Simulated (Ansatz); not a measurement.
# GeH7P: the cost of one run

Method: RKS revPBE/def2-SVP, in Ansatz 0.2.0.

## Step 1: Starting point

Bond lengths: Ge1–H3 1.550 Å, Ge1–H4 1.549 Å, Ge1–H5 1.549 Å, Ge1–P6 2.570 Å, P6–H7 1.420 Å, P6–H8 1.420 Å. Angles: H3–Ge1–H4 109.5°, H3–Ge1–H5 109.5°, H3–Ge1–P6 178.9°, H4–Ge1–H5 109.5°, H4–Ge1–P6 70.0°, H5–Ge1–P6 70.0°, Ge1–P6–H7 109.5°, Ge1–P6–H8 109.5°, H7–P6–H8 109.4°.

Coordinates:

```xyz
9

Ge    0.0000    0.0000    0.0000
H     0.0000    0.0000    1.9000
H     1.4616    0.0000   -0.5162
H    -0.7300    1.2648   -0.5162
H    -0.7300   -1.2648   -0.5162
P    -2.4389    0.0000    0.8104
H    -3.2053   -0.8853    0.0071
H    -2.4887   -0.4268    2.1638
H    -0.9745    0.0000    1.9571
```

## Step 2: Pulling towards end A

Springs on the bonds that form and break draw the guess towards this end; the thresholds are loose.

File input.yaml:

```yaml
crystal:
  periodic: [false, false, false]
  atoms:
    - { symbol: Ge, position_ang: [0.0, 0.0, 0.0] }
    - { symbol: H, position_ang: [0.0, 0.0, 1.9] }
    - { symbol: H, position_ang: [1.4616, 0.0, -0.5162] }
    - { symbol: H, position_ang: [-0.73, 1.2648, -0.5162] }
    - { symbol: H, position_ang: [-0.73, -1.2648, -0.5162] }
    - { symbol: P, position_ang: [-2.4389, 0.0, 0.8104] }
    - { symbol: H, position_ang: [-3.2053, -0.8853, 0.0071] }
    - { symbol: H, position_ang: [-2.4887, -0.4268, 2.1638] }
    - { symbol: H, position_ang: [-0.9745, 0.0, 1.9571] }
basis:
  gaussian: { orbitals: def2-SVP }
hamiltonian:
  xc: revpbe
relax:
  f_tol: 0.15
  max_steps: 25
  restrain:
    - { distance: [0, 5], at: 3.47, k: 30.0 }
    - { distance: [8, 1], at: 1.86, k: 30.0 }
    - { distance: [0, 1], at: 1.55, k: 30.0 }
    - { distance: [8, 5], at: 1.42, k: 30.0 }
```

Run with:

```bash
$ ansatz run input.yaml --threads 2 --pin off --max-ram 3072MiB --backend cpu --events-out ev --progress --plain --runs-dir out
```

Q: Estimate wall time and peak memory on 2 threads of Arm Neoverse V1, shared host.

About 16 s, with a peak of 0.12 GiB.
